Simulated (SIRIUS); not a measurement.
# MgB (Pm-3m) in SIRIUS: reference runs, part 2 of 2

SIRIUS 7.10.0.

### Step 6. Single point, PBE, 12.38 Å³/atom (volume scaled by 1.02)

Input file sirius.json:

```json
{
  "control": {
    "processing_unit": "cpu",
    "verbosity": 2,
    "num_bands_to_print": 13,
    "print_forces": true,
    "print_stress": true
  },
  "parameters": {
    "electronic_structure_method": "pseudopotential",
    "xc_functionals": ["XC_GGA_X_PBE", "XC_GGA_C_PBE"],
    "gk_cutoff": 9.2,
    "pw_cutoff": 18.4,
    "ngridk": [9, 9, 9],
    "shiftk": [0, 0, 0],
    "smearing": "fermi_dirac",
    "smearing_width": 0.0018374661,
    "num_bands": 13,
    "num_mag_dims": 0,
    "num_dft_iter": 100,
    "energy_tol": 1e-08,
    "density_tol": 1e-06
  },
  "iterative_solver": {
    "type": "davidson",
    "min_tolerance": 1e-09,
    "tolerance_scale": [0.1, 0.25]
  },
  "mixer": {
    "type": "anderson",
    "beta": 0.7,
    "max_history": 8
  },
  "settings": {
    "tol_ne": 1e-10,
    "pseudo_grid_cutoff": 6.5
  },
  "unit_cell": {
    "lattice_vectors": [
      [5.50727370256, 0.0, 0.0],
      [0.0, 5.50727370256, 0.0],
      [0.0, 0.0, 5.50727370256]
    ],
    "atom_coordinate_units": "lattice",
    "atom_types": ["Mg", "B"],
    "atom_files": {
      "B": "B.json",
      "Mg": "Mg.json"
    },
    "atoms": {
      "Mg": [
        [0.0, 0.0, 0.0]
      ],
      "B": [
        [0.5, 0.5, 0.5]
      ]
    }
  }
}
```

Potentials or basis: PseudoDojo 0.4.1 PBE standard (scalar relativistic).

The run is started by

```console
$ upf_to_json B.upf
$ upf_to_json Mg.upf
$ OMP_NUM_THREADS=1 sirius.scf --input=sirius.json --output=out.json --task=0
```

Wall time 15 s (1 thread of Arm Neoverse V2, shared host); peak memory 0.2 GiB.

It converged, with:

| Property | Result |
| --- | --- |
| Free energy | -1694.6607 eV |
| Pressure | -1.3 GPa |
| Band gap on the k mesh | none (metal or under the smearing width) |

### Step 7. Single point, PBE, 12.62 Å³/atom (volume scaled by 1.04)

Changes to sirius.json since step 6:

```diff
@@ -39,5 +39,5 @@
     "lattice_vectors": [
-      [5.50727370256, 0.0, 0.0],
-      [0.0, 5.50727370256, 0.0],
-      [0.0, 0.0, 5.50727370256]
+      [5.543036222204, 0.0, 0.0],
+      [0.0, 5.543036222204, 0.0],
+      [0.0, 0.0, 5.543036222204]
     ],
```

The run is started by

```console
$ upf_to_json B.upf
$ upf_to_json Mg.upf
$ OMP_NUM_THREADS=1 sirius.scf --input=sirius.json --output=out.json --task=0
```

It took 16 s on 1 thread of Arm Neoverse V2, shared host; peak memory 0.2 GiB.

The run converged. Its results:

| Item | Value |
| --- | --- |
| Free energy | -1694.6546 eV |
| Pressure | -2.8 GPa |
| Band gap on the k mesh | none (metal or under the smearing width) |

### Step 8. Single point, PBE, 12.86 Å³/atom (volume scaled by 1.06)

Changes to sirius.json since step 7:

```diff
@@ -39,5 +39,5 @@
     "lattice_vectors": [
-      [5.543036222204, 0.0, 0.0],
-      [0.0, 5.543036222204, 0.0],
-      [0.0, 0.0, 5.543036222204]
+      [5.578343137194, 0.0, 0.0],
+      [0.0, 5.578343137194, 0.0],
+      [0.0, 0.0, 5.578343137194]
     ],
```

The run is started by

```console
$ upf_to_json B.upf
$ upf_to_json Mg.upf
$ OMP_NUM_THREADS=1 sirius.scf --input=sirius.json --output=out.json --task=0
```

It took 16 s on 1 thread of Arm Neoverse V2, shared host; peak memory 0.2 GiB.

The run converged. Its results:

| Property | Result |
| --- | --- |
| Free energy | -1694.6442 eV |
| Pressure | -4.1 GPa |
| Band gap on the k mesh | none (metal or under the smearing width) |

### Step 9. Equation of state, PBE

Potentials or basis: PseudoDojo 0.4.1 PBE standard (scalar relativistic).

This step only gathers the single runs of the series.

Results:

```
Equilibrium volume                      : 12.18 Å³/atom
Bulk modulus                            : 83 GPa
Pressure derivative of the bulk modulus : 3.6 (rough: it moves with the points fitted)
```

Energy against volume, from the lowest point:
| volume (Å³/atom) | energy (meV/atom) |
| --- | --- |
| 11.405 | 14.06 |
| 11.648 | 6.38 |
| 11.891 | 1.80 |
| 12.133 | 0.00 |
| 12.376 | 0.72 |
| 12.619 | 3.76 |
| 12.861 | 8.95 |

### Step 10. Single point, PBE (atoms moved at random, drawn with an rms of 0.05 Å)

Changes to sirius.json since step 8:

```diff
@@ -39,5 +39,5 @@
     "lattice_vectors": [
-      [5.578343137194, 0.0, 0.0],
-      [0.0, 5.578343137194, 0.0],
-      [0.0, 0.0, 5.578343137194]
+      [5.47104058971, 0.0, 0.0],
+      [0.0, 5.47104058971, 0.0],
+      [0.0, 0.0, 5.47104058971]
     ],
@@ -51,6 +51,6 @@
       "Mg": [
-        [0.0, 0.0, 0.0]
+        [-0.005207, 0.00429, -0.003916]
       ],
       "B": [
-        [0.5, 0.5, 0.5]
+        [0.506734, 0.485617, 0.502717]
       ]
```

Potentials or basis: PseudoDojo 0.4.1 PBE standard (scalar relativistic).

The run is started by

```console
$ upf_to_json B.upf
$ upf_to_json Mg.upf
$ OMP_NUM_THREADS=1 sirius.scf --input=sirius.json --output=out.json --task=0
```

The log of the run:

```text
[info] SIRIUS version : 7.10.0
[info] number of MPI ranks           : 1
[info] MPI grid                      : 1 1
[info] maximum number of OMP threads : 1
[fft] FFT context for density and potential
[fft] =====================================
[fft]   comm size                             : 1
[fft]   plane wave cutoff                     : 18.4
[fft]   grid size                             : 36 36 36   total : 46656
[fft]   grid limits                           : -17 18   -17 18   -17 18
[fft]   number of G-vectors within the cutoff : 8539
[fft]   local number of G-vectors             : 8539
[fft]   number of G-shells                    : 489
[fft] FFT context for coarse grid
[fft] =====================================
[fft]   comm size                             : 1
[fft]   plane wave cutoff                     : 18.4
[fft]   grid size                             : 36 36 36   total : 46656
[fft]   grid limits                           : -17 18   -17 18   -17 18
[fft]   number of G-vectors within the cutoff : 8539
[fft]   local number of G-vectors             : 8539
[fft]   number of G-shells                    : 489
[unit cell] lattice vectors
[unit cell]   a1 :       5.4710405897      0.0000000000      0.0000000000
[unit cell]   a2 :       0.0000000000      5.4710405897      0.0000000000
[unit cell]   a3 :       0.0000000000      0.0000000000      5.4710405897
[unit cell] reciprocal lattice vectors
[unit cell]   b1 :       1.1484442866      0.0000000000      0.0000000000
[unit cell]   b2 :       0.0000000000      1.1484442866      0.0000000000
[unit cell]   b3 :       0.0000000000      0.0000000000      1.1484442866
[unit cell] unit cell volume :       163.76074691 [a.u.^3]
[... 370 lines left out ...]
[ground_state] === stress_ewald ===
[ground_state] 19551.291749   12.879856   -4.605721
[ground_state]    12.87985619577.657755    7.169970
[ground_state]    -4.605721    7.16997019538.641094
[ground_state] === stress_vloc ===
[ground_state]  9407.295732  -15.709018    5.612438
[ground_state]   -15.709018 9366.387934   -8.742371
[ground_state]     5.612438   -8.742371 9426.915005
[ground_state] === stress_xc ===
[ground_state]  4939.657718    0.022602   -0.009838
[ground_state]     0.022602 4939.699852    0.013302
[ground_state]    -0.009838    0.013302 4939.644743
[ground_state] === stress_core ===
[ground_state]   240.684374   -0.004112    0.001465
[ground_state]    -0.004112  240.667244   -0.002288
[ground_state]     0.001465   -0.002288  240.692591
[ground_state] === stress_nonloc ===
[ground_state] 21065.850573   -0.121474    0.042750
[ground_state]    -0.12147421065.576347   -0.067369
[ground_state]     0.042750   -0.06736921065.985346
[ground_state] === stress_us_nl ===
[ground_state] 21065.850573   -0.121474    0.042750
[ground_state]    -0.12147421065.576347   -0.067369
[ground_state]     0.042750   -0.06736921065.985346
[ground_state] === stress_total ===
[ground_state]    -5.029456    1.919449   -0.686060
[ground_state]     1.919449   -4.155467    1.068529
[ground_state]    -0.686060    1.068529   -5.459161
[ground_state] ==== total Forces in Ha/bohr =====
[ground_state] atom:    0, force:       0.0029169     -0.0044521      0.0016516
[ground_state] atom:    1, force:      -0.0028056      0.0043579     -0.0015634
[ground_state] ==== ultrasoft contribution from Qij =====
[ground_state] atom:    0, force:       0.0000000      0.0000000      0.0000000
[ground_state] atom:    1, force:       0.0000000      0.0000000      0.0000000
[ground_state] ==== non-local contribution from Beta-projector =====
[ground_state] atom:    0, force:       0.0125280     -0.0194681      0.0069941
[ground_state] atom:    1, force:      -0.0064733      0.0100909     -0.0036011
[ground_state] ==== contribution from local potential =====
[ground_state] atom:    0, force:      -0.0598753      0.0933781     -0.0333043
[ground_state] atom:    1, force:       0.0536489     -0.0836538      0.0298420
[ground_state] ==== contribution from core density =====
[ground_state] atom:    0, force:       0.0000000      0.0000000      0.0000000
[ground_state] atom:    1, force:       0.0002831     -0.0004414      0.0001575
[ground_state] ==== Ewald forces from ions =====
[ground_state] atom:    0, force:       0.0502643     -0.0783622      0.0279618
[ground_state] atom:    1, force:      -0.0502643      0.0783622     -0.0279618
[~DFT_ground_state] local op. applied: 113265
[~DFT_ground_state] evp. work count: 34592.7
[~DFT_ground_state] number of iterative solver steps: 11296
```

Run time: 2.1 min. Hardware: 1 thread of Arm Neoverse V2, shared host; peak memory 0.99 GiB.

What came out:

| Item | Value |
| --- | --- |
| Free energy | -1694.6527 eV |
| Pressure | 0.5 GPa |
| Largest force | 0.287 eV/Å |
| Band gap on the k mesh | none (metal or under the smearing width) |

Forces on the atoms (eV/Å):
```
Mg   0.150 -0.229  0.085
B   -0.144  0.224 -0.080
```

### Step 11. Summary

```tsv
task	cell	energy tol	density tol	mixer	mixing beta	max scf	gap on the mesh (eV)	pressure (GPa)
single point	as given	1e-08 Ha	1e-06	anderson	0.7	100	none	0.3
equation of state	as given	-	-	-	-	-	-	-
single point	atoms moved at random, drawn with an rms of 0.05 Å	1e-08 Ha	1e-06	anderson	0.7	100	none	0.5
```

Alike in all rows: level PBE; potentials or basis PseudoDojo 0.4.1 PBE standard (scalar relativistic); no spin polarisation; k mesh 9 × 9 × 9; cutoff (eV) 1152; smearing fermi-dirac 0.05 eV.

Total energies depend on the potentials used, so only differences within one code and one set of settings carry meaning.
